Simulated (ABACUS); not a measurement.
Crystal: HPbNO4.

```
CELL_PARAMETERS angstrom
4.12040 -0.00081 -0.01120
0.00404 6.42722 0.05360
0.02791 3.20707 7.74994
ATOMIC_POSITIONS crystal
H 0.90366 0.21821 0.48851
H 0.40337 0.78177 0.51142
Pb 0.39455 0.30863 0.70725
Pb 0.89489 0.69135 0.29266
N 0.63409 0.19990 0.20730
N 0.13386 0.80012 0.79275
O 0.90829 0.32866 0.54369
O 0.53792 0.39076 0.19497
O 0.53483 0.11279 0.10602
O 0.83718 0.08887 0.32672
O 0.40817 0.67132 0.45624
O 0.03774 0.60924 0.80520
O 0.03429 0.88737 0.89397
O 0.33716 0.91101 0.67330
```

The cell was built by a generator and needn't be a form met in nature.

Base run:

| Item | Value |
| --- | --- |
| Program | ABACUS 3.10.1 |
| Functional | PBE |
| Potentials or basis | PseudoDojo NC SR 0.4.1 PBE standard |
| Cutoff | 1143 eV |
| Density cutoff | 4572 eV |
| Basis | plane waves |
| k mesh | 7 × 5 × 4 |
| Occupations | fermi-dirac, width 0.05 eV |
| Spin | no spin polarisation |

Its results: band gap on the k mesh 3.26 eV, indirect (least direct gap 3.35 eV); pressure 0.0 GPa; largest force 0.193 eV/Å.

The run is repeated on the same cell with these changes: cutoff from 1143 eV to 1361 eV; density cutoff from 4572 eV to 5442 eV; basis from plane waves to DZP LCAO (the cutoffs set its grid). What comes out?

Band gap on the k mesh 3.24 eV, indirect (least direct gap 3.32 eV); pressure 3.7 GPa; largest force 1.588 eV/Å.

Caveats: spin-orbit coupling is left out, which as a rule narrows the gap of such compounds by several tenths of an eV; an odd mesh through Γ misses points on the zone boundary, where band edges often lie; there are fewer bands than atomic start orbitals, so a level may be missed at k points of high symmetry (some runs); the atomic orbitals were generated for these runs and aren't a published set (some runs); the basis of atomic orbitals isn't converged, which shifts pressures, moduli and gaps (some runs); forces of over 1 eV/Å show positions far from the minimum, so gaps and moduli don't describe the material at rest (some runs).

Not every run made on this cell is shown here.
